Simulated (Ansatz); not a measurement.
# MgB2 (P6/mmm): a single-point run

The task is a single-point run on MgB2 (P6/mmm). The structure is shown as the input types it.

Computed with Ansatz 0.2.0 (DFT r2SCAN, scalar-relativistic, plane waves, PAW, unless a step's input says otherwise).

### 1 The structure to begin with

It takes space group P6/mmm (No. 191, hexagonal). Conventional cell: a = 3.072 Å, b = 3.072 Å, c = 3.499 Å, α = 90.00°, β = 90.00°, γ = 120.00°. Around Mg (site symmetry 6/mmm) lie 12 B at 2.49 Å. Around B (site symmetry -6m2) lie 3 B at 1.77 Å and 6 Mg at 2.49 Å.

Coordinates:

```
CELL_PARAMETERS angstrom
3.07215 0.00000 0.00000
-1.53607 2.66056 0.00000
0.00000 0.00000 3.49936
ATOMIC_POSITIONS crystal
Mg 0.00000 0.00000 0.00000
B 0.33333 0.66667 0.50000
B 0.66667 0.33333 0.50000
```

### 2 The run

input.yaml reads:

```yaml
crystal:
  lattice:
    - [3.072148008315, -2.886758726671e-11, 0.0]
    - [-1.536074004133, 2.660558219401, 0.0]
    - [0.0, 0.0, 3.4993583942]
  atoms:
    - { symbol: Mg, position: [0.0, 0.0, 0.0] }
    - { symbol: B, position: [0.3333333333333, 0.6666666666667, 0.5] }
    - { symbol: B, position: [0.6666666666667, 0.3333333333333, 0.5] }
basis:
  ecutwfc: 500
  ecutrho_ratio: 4
kpoints:
  mp_grid: { grid: [1, 1, 1] }
hamiltonian:
  xc: r2scan
scf:
  occupations: { method: gaussian, width: 0.05 }
  max_iter: 80
output:
  forces: true
  stress: true
```

The run is started by

```console
ansatz run input.yaml --threads 4 --pin off --max-ram 7168MiB --backend cpu --events-out ev --progress --plain --runs-dir out
```

What happens when this is run?

This run ends as converged. It gives a pressure of 29 GPa, which is large; a structure far from rest gives such values too, whatever the setting.

The suspect setting: kpoints.mp_grid.grid is [1, 1, 1]. The zone is sampled at a single point, which suits only large cells or molecules.

To check: set kpoints.mp_grid.grid to [12, 12, 10].
